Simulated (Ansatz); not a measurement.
# CH4OTe: up Jacob's ladder to CCSD(T)

The task here is to estimate one member of a computed series from the others.

The runs use Ansatz 0.2.0, Gaussian basis; functionals in def2-TZVPP, the program's frozen cores in correlated methods.

The runs, in order: LDA (SPW92), PBE-D4, revPBE-D4, BLYP-D4, r2SCAN-D4, B97M-V, PBE0-D4, B3LYP-D4, r2SCANh-D4, r2SCAN0-D4, HSE06-D4, BHLYP-D4, CAM-B3LYP-D4, LC-ωPBE, ωB97X-V, ωB97M-V, B2PLYP, PBE-QIDH; CCSD(T)/def2-SVP; CCSD(T)/def2-TZVPP; MP2/def2-QZVPP; extrapolation to the limit; RPA on PBE.

## The relaxed structure

The geometry comes from an earlier relaxation with PBE0-D4 in a triple-zeta def2 set; it is a stationary point, not always the lowest conformer. Te takes the def2 core potential; no spin-orbit term is included.

SMILES `OC[TeH]`, 7 atoms, charge 0, spin multiplicity 1.

Atoms are counted from 1 here; the program's logs count them from 0.

Bond lengths: O1–C2 1.388 Å, O1–H4 0.961 Å, C2–Te3 2.178 Å, C2–H5 1.093 Å, C2–H6 1.088 Å, Te3–H7 1.658 Å. Angles: C2–O1–H4 109.1°, O1–C2–Te3 115.2°, O1–C2–H5 113.8°, O1–C2–H6 107.5°, Te3–C2–H5 105.3°, Te3–C2–H6 105.4°, H5–C2–H6 109.2°, C2–Te3–H7 93.0°.

Set-up of the first run:

Contents of in.yaml:

```yaml
crystal:
  periodic: [false, false, false]
  atoms:
    - {symbol: O, position_ang: [-1.331683, 0.306158, -0.552657]}
    - {symbol: C, position_ang: [-0.186053, 0.504376, 0.205697]}
    - {symbol: Te, position_ang: [1.657305, -0.235752, -0.688524]}
    - {symbol: H, position_ang: [-1.437380, -0.633903, -0.722913]}
    - {symbol: H, position_ang: [-0.228913, 0.046623, 1.197318]}
    - {symbol: H, position_ang: [-0.044710, 1.578146, 0.312043]}
    - {symbol: H, position_ang: [1.632733, -1.633647, 0.203336]}
basis:
  gaussian: {orbitals: def2-TZVPP}
hamiltonian: {xc: lda}
output: {orbitals: {seedname: orbitals}}
```

Command:

```sh
> ansatz run in.yaml --threads 2 --pin off --events-out ev --progress --plain --max-ram 4352MiB
```

Among the steps run: LDA; PBE-D4 (GGA); revPBE-D4 (GGA); BLYP-D4 (GGA); r2SCAN-D4 (meta-GGA); B97M-V (meta-GGA); B3LYP-D4 (hybrid); r2SCANh-D4 (hybrid); r2SCAN0-D4 (hybrid); HSE06-D4 (hybrid); BHLYP-D4 (hybrid); CAM-B3LYP-D4 (range-separated); LC-ωPBE (range-separated); ωB97X-V (range-separated); ωB97M-V (range-separated); B2PLYP (double hybrid); PBE-QIDH (double hybrid).

One of the session's tables, all rows but one given; the rest of the session is left out.

It belongs to the step «Orbital energies across the functionals». 

```
  functional  HOMO (eV)  gap (eV)
 LDA (SPW92)      -5.47      3.74
      PBE-D4          ?         ?
   revPBE-D4      -5.24      3.76
     BLYP-D4      -5.15      3.65
   r2SCAN-D4      -5.54      4.21
      B97M-V      -5.54      4.13
     PBE0-D4      -6.36      5.60
    B3LYP-D4      -6.15      5.14
  r2SCANh-D4      -5.93      4.89
  r2SCAN0-D4      -6.51      5.90
    HSE06-D4      -5.96      4.84
    BHLYP-D4      -7.26      7.31
CAM-B3LYP-D4      -7.61      7.82
     LC-ωPBE      -8.92     10.28
     ωB97X-V      -8.59      9.82
     ωB97M-V      -8.48      9.51
```

**Question.** Estimate the row for PBE-D4.

**Answer.** HOMO (eV): -5.30; gap (eV): 3.74. In the column «HOMO (eV)» it lies between LDA (SPW92) (-5.47) and revPBE-D4 (-5.24).
